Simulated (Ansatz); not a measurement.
# SnO2: the cost of one run

Method: DFT LDA, scalar-relativistic, plane waves, PAW, in Ansatz 0.2.0.

2 further runs of the same task are left out: 2 set aside as unsound or not needed.

### Step 1. The starting structure

Symmetry: P4_2/mnm, No. 136, tetragonal system. The conventional cell has a = 4.720 Å, b = 4.720 Å, c = 3.189 Å, α = 90.00°, β = 90.00°, γ = 90.00°. Sn (site symmetry mmm) has 6 O at 2.04 to 2.05 Å as nearest neighbours. O (site symmetry m2m) has 3 Sn at 2.04 to 2.05 Å as nearest neighbours.

As a file:

```
CELL_PARAMETERS angstrom
4.72013 0.00000 0.00000
0.00000 4.72063 0.00000
0.00000 0.00000 3.18882
ATOMIC_POSITIONS crystal
Sn 0.50000 0.50000 0.50000
Sn 0.00000 0.00000 0.00000
O 0.30599 0.30617 0.00000
O 0.80599 0.19383 0.50000
O 0.19401 0.80617 0.50000
O 0.69401 0.69383 0.00000
```

It goes back to an entry of the Materials Project, which need not be the stable form.

It is the result of an earlier relaxation at this level (volume 11.84 Å³/atom; gap on the mesh: 1.18 eV).

### Step 2. The scan

The energy is mapped over volume and the cell's shape.

The axes are (1) volume per atom: 5 values from 9.95 to 13.74 Å³; (2) stretch along a over the lengths across it, relative to the relaxed cell: 5 values from 0.886 to 1.128.

Relaxed at each point: the atoms inside the fixed cell. Energies count from the relaxed crystal. Points are written as (first, second).

### Step 3. Point (9.95 Å³, 0.886)

The input, input.yaml:

```yaml
crystal:
  lattice:
    - [4.1095433597, 0.0, 0.0]
    - [0.0, 4.6367095763, 0.0]
    - [0.0, 0.0, 3.1321309203]
  atoms:
    - { symbol: Sn, position: [0.5, 0.5, 0.5] }
    - { symbol: Sn, position: [0.0, 0.0, 0.0] }
    - { symbol: O, position: [0.3059920358, 0.3061675029, 0.0] }
    - { symbol: O, position: [0.8059920358, 0.1938324971, 0.5] }
    - { symbol: O, position: [0.1940079642, 0.8061675029, 0.5] }
    - { symbol: O, position: [0.6940079642, 0.6938324971, 0.0] }
basis:
  ecutwfc: 520.0
kpoints:
  mp_grid: { grid: [6, 6, 10] }
hamiltonian:
  xc: lda
  pseudopotentials: { kind: paw, azcp: { folder: soft_1 } }
scf:
  occupations: { method: gaussian, width: 0.05 }
output:
  forces: true
  stress: true
  eigenvalues: true
  write_density: true
  write_potential: true
  elf: true
  volumetric_format: npy
relax:
  adjacent_minimum: "off"
  f_tol: 0.01
  max_steps: 30
```

Run with:

```bash
$ ansatz run input.yaml --threads 2 --pin off --max-ram 4096MiB --backend cpu --events-out ev --progress --plain --runs-dir out
```

What time and memory should one allow on 2 threads of Arm Neoverse N1, shared host?

About 100 s, with a peak of 0.45 GiB.
